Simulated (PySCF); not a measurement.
# RuO4: singlet, from a tetrahedral start

Aim: relax RuO4 as a singlet from a tetrahedral start, check by its vibrations whether the end is a minimum, and collect its spectrum and constants.

Method: PBE0, basis Ru def2-TZVP with ECP28, O def2-TZVP, scalar-relativistic core potentials, no spin–orbit coupling, density fitting; program: PySCF 2.14.0.

### Step 1. Where the work starts

5 atoms, charge 0, spin multiplicity 1.

Bond lengths: Ru1–O2 1.710 Å, Ru1–O3 1.710 Å, Ru1–O4 1.710 Å, Ru1–O5 1.710 Å. Angles: O2–Ru1–O3 109.5°, O2–Ru1–O4 109.5°, O2–Ru1–O5 109.5°, O3–Ru1–O4 109.5°, O3–Ru1–O5 109.5°, O4–Ru1–O5 109.5°.

Z-matrix (Å, degrees; charge 0 multiplicity 1):
```
Ru
O  1 1.7100
O  1 1.7100 2 109.48
O  1 1.7100 2 109.47 3 120.00
O  1 1.7100 2 109.47 3 -120.00
```

### Step 2. The SCF at the typed geometry

The steps below are one call of a driver around PySCF. For each, scf.py gives the equivalent set-up of the SCF; relaxations use the driver's own optimiser. After this first run the driver tries any further starts and a stability analysis.

Input file scf.py:

```python
from pyscf import gto, scf, dft
mol = gto.M(atom='''
Ru     0.000000     0.000000     0.000000
O      0.987330     0.987200     0.987330
O     -0.987330     0.987200    -0.987330
O      0.987330    -0.987200    -0.987330
O     -0.987330    -0.987200     0.987330''',
    basis={'Ru': 'def2-TZVP', 'O': 'def2-TZVP'},
    ecp={'Ru': 'def2-TZVP'},
    charge=0, spin=0)
mf = dft.RKS(mol, xc='PBE0')
mf.grids.atom_grid = (50, 194)
aux = {'Ru': 'def2-universal-JKFIT', 'O': 'def2-universal-JKFIT'}
mf = mf.density_fit(auxbasis=aux)
mf.conv_tol = 1e-08
mf.diis_space = 10
mf.max_cycle = 60
mf.init_guess = 'minao'
mf.verbose = 4
mf.kernel()
```

Launch:

```console
OMP_NUM_THREADS=4 python axn.py task.json out
```

Log:

```text
init E= -387.625619574507
  HOMO = -0.682105748562624  LUMO = -0.529591433926349  gap/eV = 4.15013
cycle= 1 E= -395.285966237929  delta_E= -7.66  |g|=  1.2  |ddm|= 4.52
  HOMO = -0.279007657327413  LUMO = -0.183304943957541  gap/eV = 2.60420
cycle= 2 E= -393.40754203766  delta_E= 1.88  |g|= 3.57  |ddm|=    2
  HOMO = -0.336705121353121  LUMO = -0.139233524266586  gap/eV = 5.37348
cycle= 3 E= -395.470180561469  delta_E= -2.06  |g|= 0.523  |ddm|= 1.74
  HOMO = -0.387909817966839  LUMO = -0.209044568938653  gap/eV = 4.86717
cycle= 4 E= -395.51761656192  delta_E= -0.0474  |g|= 0.0453  |ddm|= 0.314
  HOMO = -0.382566047890642  LUMO = -0.201069757383648  gap/eV = 4.93877
cycle= 5 E= -395.518003360026  delta_E= -0.000387  |g|= 0.00846  |ddm|= 0.0311
  HOMO = -0.382962015596016  LUMO = -0.201633543826647  gap/eV = 4.93420
cycle= 6 E= -395.51801575356  delta_E= -1.24e-05  |g|= 0.000645  |ddm|= 0.00466
  HOMO = -0.382953664277287  LUMO = -0.201665579032226  gap/eV = 4.93310
cycle= 7 E= -395.518015847822  delta_E= -9.43e-08  |g|= 9.46e-05  |ddm|= 0.000548
  HOMO = -0.382948814294459  LUMO = -0.201664136183405  gap/eV = 4.93301
cycle= 8 E= -395.518015851794  delta_E= -3.97e-09  |g|= 1.95e-05  |ddm|= 0.000124
  HOMO = -0.382950177232551  LUMO = -0.201663461780907  gap/eV = 4.93306
Extra cycle  E= -395.518015851146  delta_E= 6.48e-10  |g|= 6.83e-05  |ddm|= 3.72e-05
converged SCF energy = -395.518015851146
```

This step, with its further starts and checks, ran for 16 s (4 threads of Arm Neoverse V2, shared host).

Energies from each starting density:

```csv
start,energy (Eh)
the minimal-basis guess,-395.518016
a thermally smeared density,-395.518016
a smeared PBE density,-395.518016
```

No lower closed-shell solution turned up from the other starts or in the test of internal stability.

### Step 3. Relaxation: tetrahedral start, singlet

The program finds Td symmetry in the start, which this walk keeps. Threshold on the gradient: 0.0003 Eh/bohr, with a further test on the energy change.

scf.py, as its differences from that of step 2:

```diff
@@ -4,4 +4,4 @@
-O      0.987330     0.987200     0.987330
-O     -0.987330     0.987200    -0.987330
-O      0.987330    -0.987200    -0.987330
-O     -0.987330    -0.987200     0.987330''',
+O      0.987287     0.987287     0.987287
+O     -0.987287     0.987287    -0.987287
+O      0.987287    -0.987287    -0.987287
+O     -0.987287    -0.987287     0.987287''',
@@ -18 +17,0 @@
-mf.init_guess = 'minao'
```

Energy and gradient, step by step:

```csv
step,energy (Eh),change (kJ/mol),largest symmetric gradient (Eh/bohr)
0,-395.518016,0.00,0.02793
1,-395.525977,-20.90,0.01075
2,-395.526987,-23.55,0.00144
3,-395.527008,-23.61,0.00006
```

The walk took 11 s.

Positions (Å) and forces (eV/Å) along the way:

```
step 0
Ru   0.000   0.000   0.000   0.000   0.000   0.000
O    0.987   0.987   0.987  -1.436  -1.436  -1.436
O   -0.987   0.987  -0.987   1.436  -1.436   1.436
O    0.987  -0.987  -0.987  -1.436   1.436   1.436
O   -0.987  -0.987   0.987   1.436   1.436  -1.436
step 1
Ru   0.000   0.000   0.000   0.000   0.000   0.000
O    0.952   0.952   0.952   0.553   0.553   0.553
O   -0.952   0.952  -0.952  -0.553   0.553  -0.553
O    0.952  -0.952  -0.952   0.553  -0.553  -0.553
O   -0.952  -0.952   0.952  -0.553  -0.553   0.553
step 2
Ru   0.000   0.000   0.000   0.000   0.000   0.000
O    0.961   0.961   0.961  -0.074  -0.074  -0.074
O   -0.961   0.961  -0.961   0.074  -0.074   0.074
O    0.961  -0.961  -0.961  -0.074   0.074   0.074
O   -0.961  -0.961   0.961   0.074   0.074  -0.074
step 3
Ru   0.000   0.000   0.000   0.000   0.000   0.000
O    0.960   0.960   0.960  -0.003  -0.003  -0.003
O   -0.960   0.960  -0.960   0.003  -0.003   0.003
O    0.960  -0.960  -0.960  -0.003   0.003   0.003
O   -0.960  -0.960   0.960   0.003   0.003  -0.003
```

After 3 steps and 23.6 kJ/mol it ends at Td: Ru–O 1.663 Å (×4); O–Ru–O 109.5° (×6).

### Step 4. Is it a minimum? Harmonic modes

The point is checked on the finer grid, and tightened if its gradient asks for it. The Hessian and the dipole derivatives come from central differences of analytic gradients, with steps of 0.02 bohr.

scf.py, as its differences from that of step 3:

```diff
@@ -4,4 +4,4 @@
-O      0.987287     0.987287     0.987287
-O     -0.987287     0.987287    -0.987287
-O      0.987287    -0.987287    -0.987287
-O     -0.987287    -0.987287     0.987287''',
+O      0.960295     0.960295     0.960295
+O     -0.960295     0.960295    -0.960295
+O      0.960295    -0.960295    -0.960295
+O     -0.960295    -0.960295     0.960295''',
@@ -12 +12 @@
-mf.grids.atom_grid = (50, 194)
+mf.grids.atom_grid = (75, 302)
@@ -15 +15 @@
-mf.conv_tol = 1e-08
+mf.conv_tol = 1e-10
```

The driver hands on the density of the step before, so the log starts near convergence.

Log of the central SCF (cycles and frontier levels):

```text
init E= -395.527030495735
  HOMO = -0.384978390215581  LUMO = -0.185065511713761  gap/eV = 5.43991
cycle= 1 E= -395.527030495736  delta_E= -4.55e-13  |g|= 3.87e-06  |ddm|= 1.98e-06
  HOMO = -0.384978439906804  LUMO = -0.185064962127078  gap/eV = 5.43992
Extra cycle  E= -395.527030495704  delta_E= 3.18e-11  |g|= 1.43e-05  |ddm|= 7.17e-06
converged SCF energy = -395.527030495704
```

The whole step took 32 s.

Geometry: Td; Ru–O 1.663 Å (×4); O–Ru–O 109.5° (×6).

Harmonic modes (main isotopes):

| symmetry | ω (cm⁻¹) | IR (km/mol) | μ (u) |
| --- | --- | --- | --- |
| e | 352 | 0.0 | 15.99 |
| t2 | 376 | 15.9 | 19.22 |
| a1 | 1018 | 0.0 | 15.99 |
| t2 | 1028 | 463 | 18.98 |

μ is the mass of the mode for normalised Cartesian displacements, not the reduced mass of the usual diatomic formula.

All wavenumbers are real: a minimum.

Constants and moments:

- Dipole moment: 0.00 D
- Highest occupied level: -10.48 eV
- Lowest empty level: -5.04 eV
- Rotational constants: 0.1429, 0.1429, 0.1429 cm⁻¹
- Zero-point energy: 35.5 kJ/mol
- Principal polarisabilities: 45.7, 45.7, 45.7 bohr³
- Atomisation energy without zero-point energy: 1728 kJ/mol
- Principal traceless quadrupole moments about the centre of mass: 0.00, 0.00, 0.00 D Å
- Entropy at 298.15 K and 1 bar: 284.3 J/(mol K)
- Heat capacity Cp at 298.15 K: 71.4 J/(mol K)
- Enthalpy at 298.15 K above 0 K: 14.78 kJ/mol
- Rotational symmetry number: 12

Populations by atom (charges in e):

| atom | Mulliken | Löwdin | polar tensor | Mayer order to Ru1 |
| --- | --- | --- | --- | --- |
| Ru1 | 1.83 | 0.97 | 2.07 | – |
| O2,3,4,5 | -0.46 | -0.24 | -0.52 | 1.53 |

Mulliken populations on Ru1 (outside its core potential): s 2.23, p 6.41, d 5.45, f 0.07.

### Step 5. Stability of the closed shell

At the lowest minimum the closed shell is tested against spin polarisation, on the (50, 194) grid. It is stable.

### Step 6. Results

```
                                 quantity                                    value
                                  minimum                              singlet, Td
                                 geometry    Ru–O 1.663 Å (×4); O–Ru–O 109.5° (×6)
                       wavenumbers (cm⁻¹)  352 (e), 376 (t2), 1018 (a1), 1028 (t2)
                            dipole moment                                   0.00 D
     highest occupied, lowest empty level                         -10.48, -5.04 eV
               polar-tensor charge of Ru1                                  +2.07 e
                        zero-point energy                              35.5 kJ/mol
                      entropy at 298.15 K                          284.3 J/(mol K)
atomisation energy (no zero-point energy)                              1728 kJ/mol
```

**Reading.** The molecule stays Td, as typed, and the end point is a minimum. The strongest infrared band lies at 1028 cm⁻¹ (t2, stretch). The dipole vanishes although Ru1 carries +2.1 e by the polar tensor: the bond dipoles cancel. Only this shape and spin were tried, so other structures or states may lie lower.

The search up to here ran for 64 s (4 threads of Arm Neoverse V2, shared host).
